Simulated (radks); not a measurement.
**B inside a hard spherical wall**

One table from this session's results is given with a row withheld; the runs are named, their logs left out.

Method: scalar-relativistic Kohn-Sham, PBEsol, spin-polarised, spherical densities, point nucleus; open shells are filled with parallel spins first. Code: radks (a radial shooting solver on a logarithmic mesh, Libxc functionals) version 1.

## Starting point

| Item | Value |
| --- | --- |
| element | boron (Z = 5) |
| charge | 0 |
| electrons | 5 |
| configuration | [He] 2s2 2p1 |

Outer shells as boxes (Hund's rule):

B
```
[He] core
2s [↑↓]
2p [↑ ][  ][  ]
```

Set-up of the first run:

The run's settings:

```text
Z 5
configuration [He] 2s2 2p1 3s0 3p0 3d0
relativity scalar-relativistic
functional pbe_sol,pbe_sol
spin polarised
nucleus point
c 137.035999084
```

Among the steps run: The free atom; Wall at 15 bohr; Wall at 12 bohr; Wall at 10 bohr; Wall at 6 bohr; Wall at 5 bohr; Wall at 4 bohr; Wall at 3.5 bohr.

One table of the session follows, with a row left open; its other results are not shown here.

```
R (bohr)  E − E(free) (eV)  ε(3s, empty) (eV)  ε(3p, empty) (eV)  ε(3d, empty) (eV)  pressure (GPa)
    free             0.000                  -                  -                  -               0
      15             0.000             -0.079              0.669              1.379        < 0.0001
      12             0.000              0.191              1.180              2.009        0.000198
      10             0.003              0.692              1.970              2.804         0.00258
       6             0.272              6.141              8.547              7.658           0.807
       5             0.972             11.631             14.193             11.253            4.38
       4                 ?                  ?                  ?                  ?               ?
     3.5             7.520             36.426             36.984             25.039            75.5
```

Q: Estimate the row for R (bohr) = 4 from the others.

Worked estimate for «E − E(free) (eV)». A straight line through the neighbours (5, 0.972) and (3.5, 7.520) gives 0.972 + (7.520 − 0.972) × (4 − 5) / (3.5 − 5) = 5.337; a parabola fitted to 3 rows on both sides gives 4.604.

**Answer.** E − E(free) (eV): 3.727; ε(3s, empty) (eV): 24.134; ε(3p, empty) (eV): 26.012; ε(3d, empty) (eV): 18.467; pressure (GPa): 27.7. In «E − E(free) (eV)» the line misses by +1.610 and the parabola by +0.877.

In words: Eigenvalues are for spin up. At the tightest wall, 3.5 bohr, the energy stands 7.520 eV above the free atom and the pressure, −dE/dV, is 75.5 GPa. From R = 4 bohr inwards the highest occupied level lies above zero, pushed up by confinement. Shells are not refilled when levels cross, and a hard wall is a model, not a crystal.
